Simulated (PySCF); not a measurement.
# C3H8N2OSi: the cost of one run

Computed with PySCF 2.14.0 and routines of our own; the level stands in each step. Atoms count from 0.

### Step 1. The starting structure

15 atoms, charge 0, multiplicity 1; geometry from: GFN2-xTB.

### Step 2. Magnetic properties: GIAO HF/pcSseg-1

What the job is given:

```
{"job": {"kind": "mag", "xc": "HF", "basis": "pcSseg-1", "isotopologues": 2}, "charge": 0, "multiplicity": 1}
C      1.494139    -1.196459     1.204696
O      1.135618     0.024365     0.622163
Si    -0.258725     0.489828    -0.083560
C     -0.722062    -0.493196    -1.636604
N     -0.173407     2.167995    -0.420126
C     -1.646843     0.279245     1.167666
N     -2.469584     0.099836     1.943762
H      0.782664    -1.478249     1.984243
H      2.483914    -1.075117     1.645823
H      1.527943    -1.989213     0.453777
H      0.095597    -0.500254    -2.352486
H     -1.589098    -0.066106    -2.129192
H     -0.958334    -1.527164    -1.398973
H      0.143008     2.798306     0.298108
H      0.150756     2.474172    -1.321209
```

With the program's defaults for keys left out, this is: GIAO HF/pcSseg-1 magnetisability, rotational g tensor and spin-rotation constants, non-relativistic, gas phase.

The run is started by

```
$ OMP_NUM_THREADS=1 python excited_run.py task.json out
```

This one command runs all jobs of the session in turn.

Q: Estimate the wall time and peak memory of this first job on 1 thread of Arm Neoverse V1, shared host.

About 12 s, with a peak of 0.8 GiB.
